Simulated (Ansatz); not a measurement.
**CH8O2Si2: up Jacob's ladder to CCSD(T)**

The task here is to estimate one member of a computed series from the others.

Computed with Ansatz 0.2.0, Gaussian basis. Level: functionals in def2-TZVPP, the program's frozen cores in correlated methods.

Levels to be run: PBE-D4, r2SCAN-D4, PBE0-D4, B3LYP-D4, ωB97X-V, ωB97M-V, B2PLYP; CCSD(T)/def2-TZVPP; MP2/def2-QZVPP; extrapolation to the limit.

## Structure used throughout

An earlier PBE0-D4 in a triple-zeta def2 set relaxation fixed the geometry.

SMILES `O[SiH2]C[SiH2]O`, 13 atoms, charge 0, spin multiplicity 1.

Atoms are counted from 1 here; the program's logs count them from 0.

Bond lengths: O1–Si2 1.643 Å, O1–H6 0.965 Å, Si2–C3 1.875 Å, Si2–H7 1.492 Å, Si2–H8 1.484 Å, C3–Si4 1.853 Å, C3–H9 1.095 Å, C3–H10 1.096 Å, Si4–O5 1.666 Å, Si4–H11 1.489 Å, Si4–H12 1.489 Å, O5–H13 0.958 Å. Angles: Si2–O1–H6 113.1°, O1–Si2–C3 110.3°, O1–Si2–H7 112.1°, O1–Si2–H8 106.8°, C3–Si2–H7 107.8°, C3–Si2–H8 111.3°, H7–Si2–H8 108.6°, Si2–C3–Si4 113.2°, Si2–C3–H9 108.8°, Si2–C3–H10 109.1°, Si4–C3–H9 109.6°, Si4–C3–H10 108.5°, H9–C3–H10 107.5°, C3–Si4–O5 105.6°, C3–Si4–H11 110.9°, C3–Si4–H12 113.0°, O5–Si4–H11 109.8°, O5–Si4–H12 109.4° and more.

The first run:

File in.yaml:

```yaml
crystal:
  periodic: [false, false, false]
  atoms:
    - {symbol: O, position_ang: [-1.038651, -1.946276, 0.104208]}
    - {symbol: Si, position_ang: [0.436458, -1.531037, -0.487311]}
    - {symbol: C, position_ang: [0.456109, 0.279307, -0.976936]}
    - {symbol: Si, position_ang: [0.063149, 1.419616, 0.429337]}
    - {symbol: O, position_ang: [-1.216833, 0.717452, 1.231964]}
    - {symbol: H, position_ang: [-1.421223, -1.270160, 0.676613]}
    - {symbol: H, position_ang: [1.522444, -1.745452, 0.512824]}
    - {symbol: H, position_ang: [0.690644, -2.408106, -1.657108]}
    - {symbol: H, position_ang: [-0.264132, 0.433231, -1.787251]}
    - {symbol: H, position_ang: [1.449247, 0.535181, -1.364522]}
    - {symbol: H, position_ang: [1.226298, 1.548581, 1.349990]}
    - {symbol: H, position_ang: [-0.322426, 2.786621, -0.018902]}
    - {symbol: H, position_ang: [-1.581094, 1.181041, 1.987093]}
basis:
  gaussian: {orbitals: def2-TZVPP}
hamiltonian: {xc: pbe, dispersion: d4}
output: {forces: true, orbitals: {seedname: orbitals}}
```

Started as:

```
$ ansatz run in.yaml --threads 2 --pin off --events-out ev --progress --plain --max-ram 32768MiB --backend cuda --devices 0, --max-vram 18GiB
```

Among the steps run: PBE-D4 (GGA); r2SCAN-D4 (meta-GGA); PBE0-D4 (hybrid); B3LYP-D4 (hybrid); ωB97X-V (range-separated); ωB97M-V (range-separated); B2PLYP (double hybrid); CCSD(T) in def2-TZVPP; MP2 in def2-QZVPP.

One table of the session follows, with a row left open; its other results are not shown here.

```
            method  atomisation energy (kJ/mol)
            PBE-D4                       4697.2
         r2SCAN-D4                       4690.1
           PBE0-D4                       4639.7
          B3LYP-D4                       4675.0
           ωB97X-V                       4708.2
           ωB97M-V                       4704.5
            B2PLYP                       4631.9
     HF/def2-TZVPP                       3462.8
    MP2/def2-TZVPP                       4640.7
   CCSD/def2-TZVPP                            ?
CCSD(T)/def2-TZVPP                       4581.9
           MP2/CBS                       4770.2
       CCSD(T)/CBS                       4711.4
```

Estimate the missing values for CCSD/def2-TZVPP.

**Answer.** atomisation energy (kJ/mol): 4525.8. In the column «atomisation energy (kJ/mol)» it lies between HF/def2-TZVPP (3462.8) and CCSD(T)/def2-TZVPP (4581.9).
